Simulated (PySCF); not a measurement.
# C2H5FSi (SMILES CC[Si]F) at 6 levels

Aim: a comparison of 6 runs (HF/STO-3G, HF/3-21G, HF/def2-SVP, B3LYP/6-31G*, B3LYP/6-31+G*, TPSSh/6-311G**) of C2H5FSi. The job is set up through a Python script.

The results are computed with PySCF 2.14.0.

## (1) The structure to begin with

The species is C2H5FSi (9 atoms), meant as a singlet with charge 0. As SMILES, `CC[Si]F`. Geometry: relaxed at PBE0-D4/def2-TZVP. This is one conformer, not always the lowest.

Bond lengths: C1–C2 1.523 Å, C2–Si3 1.891 Å, Si3–F4 1.621 Å, C1–H5 1.091 Å, C1–H6 1.093 Å, C1–H7 1.093 Å, C2–H8 1.106 Å, C2–H9 1.099 Å. Some angles: C1–C2–Si3 119.6°, C2–Si3–F4 100.1°, C1–C2–H8 110.7°, C1–C2–H9 112.0°, Si3–C2–H8 102.3°, Si3–C2–H9 107.2°, C2–C1–H5 111.2°, C2–C1–H6 111.9°, C2–C1–H7 111.2°, H8–C2–H9 103.6°.

## (2) Energy and forces at HF/STO-3G (run 1)

Input file job.py:

```python
from pyscf import gto

molecule = gto.Mole()
molecule.atom = '''
C     -0.727167     1.527277    -0.563516
C      0.171398    -0.470731     1.304289
Si     2.255388    -3.140914     0.163272
F      1.674486    -3.027530    -2.841392
H     -1.660880     0.664239    -2.187169
H     -2.054699     2.850085     0.304435
H      0.856613     2.631444    -1.295029
H     -1.453388    -1.495340     2.127832
H      1.105490     0.373599     2.955154
'''
molecule.basis = 'sto-3g'
molecule.charge = 0
molecule.max_memory = 1860
molecule.verbose = 3
molecule.unit = 'bohr'
molecule.spin = 0
molecule.build()

myscf = molecule.RHF()
myscf.conv_tol = 1e-10
myscf.kernel()
if not myscf.converged:
    myscf = myscf.newton().run(myscf.mo_coeff, myscf.mo_occ)

etot = myscf.e_tot
print('E = %.10f Eh' % etot)
grad = myscf.nuc_grad_method().kernel()
myscf.analyze()
```

Started as:

```
$ OMP_NUM_THREADS=1 python job.py
```

Output:

```text
converged SCF energy = -461.347624912907
[... 13 lines left out ...]
MO #4   energy= -10.9639330764746  occ= 2
[... 4 lines left out ...]
MO #9   energy= -1.42255875563335  occ= 2
[... 4 lines left out ...]
MO #14  energy= -0.520131805415615 occ= 2
[... 4 lines left out ...]
MO #19  energy= -0.374540435198074 occ= 2
[... 4 lines left out ...]
MO #24  energy= 0.648356173113168  occ= 0
[... 4 lines left out ...]
MO #29  energy= 0.803492979060807  occ= 0
[... 10 lines left out ...]
Dipole moment(X, Y, Z, Debye):  0.26482, -0.25665,  0.71429
```

It took 2.9 s on 1 thread of Intel Xeon at 2.50GHz (Skylake/Cascade Lake), shared host; peak memory 0.12 GiB.

## (3) Energy and gradient at HF/3-21G (run 2)

Input file input.xyz:

```xyz
9

C     -0.384800     0.808200    -0.298200
C      0.090700    -0.249100     0.690200
Si     1.193500    -1.662100     0.086400
F      0.886100    -1.602100    -1.503600
H     -0.878900     0.351500    -1.157400
H     -1.087300     1.508200     0.161100
H      0.453300     1.392500    -0.685300
H     -0.769100    -0.791300     1.126000
H      0.585000     0.197700     1.563800
```

Input file run.py:

```python
from pyscf import gto

mol = gto.M(
    atom='input.xyz',
    basis='3-21g',
    max_memory=1860,
    charge=0,
    verbose=3,
)

myscf = mol.RHF()
myscf.conv_tol = 1e-10
myscf.kernel()
if not myscf.converged:
    myscf = myscf.newton().run(myscf.mo_coeff, myscf.mo_occ)

e_final = myscf.e_tot
print(f'total energy: {e_final:.8f} hartree')
grad = myscf.nuc_grad_method().kernel()
myscf.analyze()
```

Started as:

```
$ OMP_NUM_THREADS=1 python run.py
```

Output:

```text
converged SCF energy = -464.546492091515
[... 14 lines left out ...]
MO #5   energy= -6.14294586681034  occ= 2
[... 8 lines left out ...]
MO #14  energy= -0.617810064269407 occ= 2
[... 8 lines left out ...]
MO #23  energy= 0.232021951783536  occ= 0
[... 8 lines left out ...]
MO #32  energy= 0.592008768729378  occ= 0
[... 8 lines left out ...]
MO #41  energy= 1.33514178475688   occ= 0
[... 8 lines left out ...]
MO #50  energy= 3.74394075701275   occ= 0
[... 10 lines left out ...]
Dipole moment(X, Y, Z, Debye): -0.48278,  0.84178,  1.38183
```

It took 4.2 s on 1 thread of Intel Xeon at 2.50GHz (Skylake/Cascade Lake), shared host; peak memory 0.13 GiB.

Run 3 isn't shown in full; the table further down has it.

## (4) Energy and forces at B3LYP/6-31G(d) (Cartesian functions) (run 4)

Input file start.xyz:

```xyz
9
C2H5FSi
C     -0.384800     0.808200    -0.298200
C      0.090700    -0.249100     0.690200
Si     1.193500    -1.662100     0.086400
F      0.886100    -1.602100    -1.503600
H     -0.878900     0.351500    -1.157400
H     -1.087300     1.508200     0.161100
H      0.453300     1.392500    -0.685300
H     -0.769100    -0.791300     1.126000
H      0.585000     0.197700     1.563800
```

Input file job.py:

```python
from pyscf import gto, dft

mol = gto.M(
    atom='start.xyz',
    verbose=3,
    max_memory=1860,
    cart=True,
    basis='6-31g*',
)

myscf = dft.RKS(mol, xc='b3lyp')
myscf.grids.level = 5
myscf.conv_tol = 1e-10
myscf.kernel()
if not myscf.converged:
    myscf = myscf.newton().run(myscf.mo_coeff, myscf.mo_occ)

e_tot = myscf.e_tot
print('E = %.10f Eh' % e_tot)
grad = myscf.nuc_grad_method().kernel()
myscf.analyze()
```

Started as:

```
$ OMP_NUM_THREADS=1 python job.py
```

Output:

```text
converged SCF energy = -468.570393597095
[... 18 lines left out ...]
MO #9   energy= -1.16883856168655  occ= 2
[... 12 lines left out ...]
MO #22  energy= 0.0228604888344206 occ= 0
[... 12 lines left out ...]
MO #35  energy= 0.506782134785873  occ= 0
[... 12 lines left out ...]
MO #48  energy= 0.959906297787776  occ= 0
[... 12 lines left out ...]
MO #61  energy= 1.9543871681988    occ= 0
[... 12 lines left out ...]
MO #74  energy= 4.37252310363666   occ= 0
[... 10 lines left out ...]
Dipole moment(X, Y, Z, Debye): -0.60848,  0.91031,  0.99912
```

Wall time 46 s (1 thread of Intel Xeon at 2.50GHz (Skylake/Cascade Lake), shared host); peak memory 0.73 GiB.

Run 5 isn't shown in full; the table further down has it.

## (5) Energy and gradient at TPSSh/6-311G(d,p) (run 6)

Input file calc.py:

```python
# CC[Si]F
from pyscf import gto, dft

molecule = gto.M(
    atom='''
C       -0.384800       0.808200      -0.298200
C        0.090700      -0.249100       0.690200
Si       1.193500      -1.662100       0.086400
F        0.886100      -1.602100      -1.503600
H       -0.878900       0.351500      -1.157400
H       -1.087300       1.508200       0.161100
H        0.453300       1.392500      -0.685300
H       -0.769100      -0.791300       1.126000
H        0.585000       0.197700       1.563800
''',
    verbose=4,
    max_memory=1860,
    spin=0,
    basis='6-311g**',
)

myscf = dft.RKS(molecule, xc='tpssh')
myscf.conv_tol = 1e-10
myscf.grids.level = 5
myscf.kernel()
if not myscf.converged:
    myscf = myscf.newton().run(myscf.mo_coeff, myscf.mo_occ)

e_tot = myscf.e_tot
print('Final energy', e_tot)
grad = myscf.nuc_grad_method().kernel()
myscf.analyze()
```

Started as:

```
$ OMP_NUM_THREADS=1 python calc.py
```

Output:

```text
PySCF version 2.14.0

[... 110 lines left out ...]
MO #10  energy= -0.74384180901616  occ= 2
[... 19 lines left out ...]
MO #30  energy= 0.19521566528685   occ= 0
[... 19 lines left out ...]
MO #50  energy= 0.834633915040524  occ= 0
[... 19 lines left out ...]
MO #70  energy= 1.73782510751461   occ= 0
[... 19 lines left out ...]
MO #90  energy= 3.25567548633592   occ= 0
[... 19 lines left out ...]
MO #110 energy= 141.110230400966   occ= 0
[... 122 lines left out ...]
Dipole moment(X, Y, Z, Debye): -0.60211,  0.94421,  1.13823
```

It took 1.9 min on 1 thread of Intel Xeon at 2.50GHz (Skylake/Cascade Lake), shared host; peak memory 1.1 GiB.

## (6) The series

| run | level | Cartesian functions | integration grid | energy (Eh) | dipole moment (D) | HOMO energy (eV) | LUMO energy (eV) | wall time |
| --- | --- | --- | --- | --- | --- | --- | --- | --- |
| 1 | HF/STO-3G | no | – | -461.347625 | 0.80 | -6.07 | 6.54 | 2.9 s |
| 2 | HF/3-21G | no | – | -464.546492 | 1.69 | -8.94 | 1.31 | 4.2 s |
| 3 | HF/def2-SVP | no | – | -466.800478 | 1.69 | -9.01 | 1.34 | 14 s |
| 4 | B3LYP/6-31G* (Cartesian functions) | yes | 5 | -468.570394 | 1.48 | -6.07 | -2.02 | 46 s |
| 5 | B3LYP/6-31+G* (spherical functions) | no | 5 | -468.581858 | 1.74 | -6.34 | -2.34 | 60 s |
| 6 | TPSSh/6-311G** | no | 5 | -468.639404 | 1.60 | -5.89 | -2.46 | 1.9 min |

## (7) What came out

| quantity | value |
| --- | --- |
| run 6: total energy | -468.63940 Eh |
| run 6: dipole moment | 1.60 D |
| run 6: HOMO energy | -5.89 eV |
| run 6: LUMO energy | -2.46 eV |
| run 6: HOMO–LUMO gap | 3.43 eV |
| run 6: largest force on an atom | 0.773 eV/Å |

The dipole moment (its size) runs from 0.80 D (HF/STO-3G) to 1.74 D (B3LYP/6-31+G*). The two ends differ in method and basis. The HOMO–LUMO gap runs from 3.43 eV (TPSSh/6-311G**) to 12.61 eV (HF/STO-3G). Totals of different functionals can't be ranked against each other. In run 1 the basis is minimal, so the values are rough. All runs together took 4 min, the longest 1.9 min.
